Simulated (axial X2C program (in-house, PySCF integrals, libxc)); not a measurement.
# BrSmBr: Ω levels from open-shell CI on f5 s1

Aim: the spin–orbit levels of BrSmBr that arise from the configuration f5 s1 of Sm, and how they move with the bond.

Method: two-component X2C, average-of-configuration Hartree–Fock and CI in the open shells; program: an in-house X2C program for linear molecules on PySCF integrals.

All values are calculated.

## Step 1: The job

task.json

```json
{"zs": [35, 62, 35], "q": 0, "bas": ["dyall-v3z", "dyall-v3z", "dyall-v3z"], "r0": 2.86, "metal": 1, "shells": [[3, [0, 1, 2, 3], 5], [0, [0], 1]], "fix": 0, "emax": 2.2, "nroots": 4}
```

Keys: zs atomic numbers; q charge; bas basis sets; r0 starting distance in Å; metal index of the metal atom; shells open shells as [l, |m| values, electrons]; fix electron count of the first shell held; emax energy window in eV; nroots roots for each Ω.

On the command line:

```console
python soci.py task.json out
```

Two-component X2C with atomic mean-field Coulomb and Gaunt terms, basis Br dyall-v3z, Sm dyall-v3z (cores contracted in-house). Orbitals come from Hartree–Fock averaged over the configuration Sm f5 s1; CI then distributes these electrons over the f, s shells of Sm.

## Step 2: CI at Br–Sm–Br held linear, both bonds 2.729 Å

Before running it: what results should come out? Wanted: lowest level of the model; next level; lowest curve, Re and ωe.

The runs gave:

| quantity | value |
| --- | --- |
| lowest level of the model | Ω = 0, g∥ = 0.00, 100% f5 s1 |
| next level | Ω = 1, 140 cm⁻¹ higher |
| lowest curve, Re and ωe | 2.734 Å, 183.1 cm⁻¹ |

**Reading.** From 2.729 to 2.838 Å the gap from the lowest to the fifth level goes from 1043 to 1058 cm⁻¹. Without dynamic correlation distances can be off by several hundredths of an Å, and the wavenumbers are rough. Dynamic correlation is missing, so gaps between terms are too wide and other configurations may lie lower; the lowest level listed is that of this model, not necessarily the ground state. At most 4 roots were kept for each Ω > 0 (twice that for Ω = 0) within 2.2 eV of the lowest, so higher up levels can be missing between those listed; levels with Ω > 0 are doubly degenerate and listed once, Ω = 0 levels singly. The molecule was held linear; bending was not examined.
